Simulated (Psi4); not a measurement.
**BCl3 (boron trichloride) at CC2/def2-SVP (density fitting)**

We compute the energy of BCl3 (boron trichloride). The job is set up through a Python script.

The results are computed with Psi4 1.11.

3 further runs of the same task are left out: 3 set aside as unsound or not needed.

## (1) The molecule

BCl3 has 4 atoms, charge 0, and is taken as a singlet. SMILES: `ClB(Cl)Cl`. The shape is that of a GFN2-xTB optimisation.

Bond lengths: B1–Cl2 1.722 Å, B1–Cl3 1.723 Å, B1–Cl4 1.724 Å. Angles: Cl2–B1–Cl3 120.0°, Cl2–B1–Cl4 120.0°, Cl3–B1–Cl4 120.0°.

## (2) The energy at CC2/def2-SVP (density fitting)

File run.py:

```python
import psi4

psi4.set_memory(1600000000)
psi4.set_num_threads(1)
psi4.set_output_file('psi4.out', False)

molecule = psi4.geometry("""
0 1
B      0.000530     0.000400     0.004030
Cl     1.722160    -0.027500     0.011870
Cl    -0.837250     1.505610    -0.018540
Cl    -0.885440    -1.478510     0.002640
units angstrom
no_reorient
no_com
""")

psi4.set_options({
    'reference': 'rhf',
    'scf_type': 'df',
    'freeze_core': True,
    'diis': False,
    'orbital_optimizer_package': 'ooo',
    'd_convergence': 1e-05,
    'maxiter': 50,
})

energy_value, wavefunction = psi4.energy("cc2/def2-SVP", return_wfn=True)
print(f'total energy {energy_value:.8f} hartree = {energy_value * 27.211386:.5f} eV')
for k, v in sorted(psi4.core.scalar_variables().items()):
    print(f'{k:45s} {v:18.10f}')
```

Launch:

```
$ python run.py
```

What values should one expect? Wanted: ground-state or mean-field energy; HOMO energy; LUMO energy; HOMO–LUMO gap; correlation energy; T1 diagnostic.

**Answer.** As computed:

At CC2/def2-SVP (density fitting), 16 core orbitals frozen:

| quantity | value |
| --- | --- |
| ground-state or mean-field energy | -1403.34372 Eh |
| HOMO energy (Hartree–Fock orbitals) | -12.29 eV |
| LUMO energy (Hartree–Fock orbitals) | 2.61 eV |
| HOMO–LUMO gap (Hartree–Fock orbitals) | 14.90 eV |
| correlation energy (16 core orbitals frozen) | -486.5 mEh |
| T1 diagnostic | 0.013 |
